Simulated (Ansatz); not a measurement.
**The germanium atom: small, medium and large basis sets**

How large a basis does the germanium atom need? Two functionals are run in growing sets.

Computed with Ansatz 0.2.0, Gaussian basis. Level: one geometry, several basis sets.

The runs, in order: PBE0/def2-SVP; ωB97M-V/def2-SVP; PBE0/def2-QZVPP; ωB97M-V/def2-QZVPP; the functionals' def2-TZVPP values are taken from earlier runs.

## 1. The atom

SMILES `[Ge]`, 1 atom, charge 0, spin multiplicity 3.

## 2. PBE0 in def2-SVP

in.yaml

```yaml
crystal:
  periodic: [false, false, false]
  atoms:
    - {symbol: Ge, position_ang: [0.000000, 0.000000, 0.000000]}
basis:
  gaussian: {orbitals: def2-SVP}
magnetization: {spin_polarized: true, initial_magnetization: 2}
hamiltonian: {xc: pbe0}
output: {orbitals: {seedname: orbitals}}
```

Further steps of the session: ωB97M-V in def2-SVP; PBE0 in def2-QZVPP; ωB97M-V in def2-QZVPP.

**Question.** What will the summary of the whole plan be? Wanted: PBE0: double and triple zeta above quadruple; ωB97M-V: double and triple zeta above quadruple.

**Answer**, as computed:

```
                                       quantity          value
   PBE0: double and triple zeta above quadruple  8.31, 1.24 eV
ωB97M-V: double and triple zeta above quadruple  8.25, 1.21 eV
```

What this shows: PBE0 gains 7.08 eV from double to triple zeta, then 1.24 eV more. These are total energies; as a rule much of such shifts cancels in differences, which this series doesn't test.
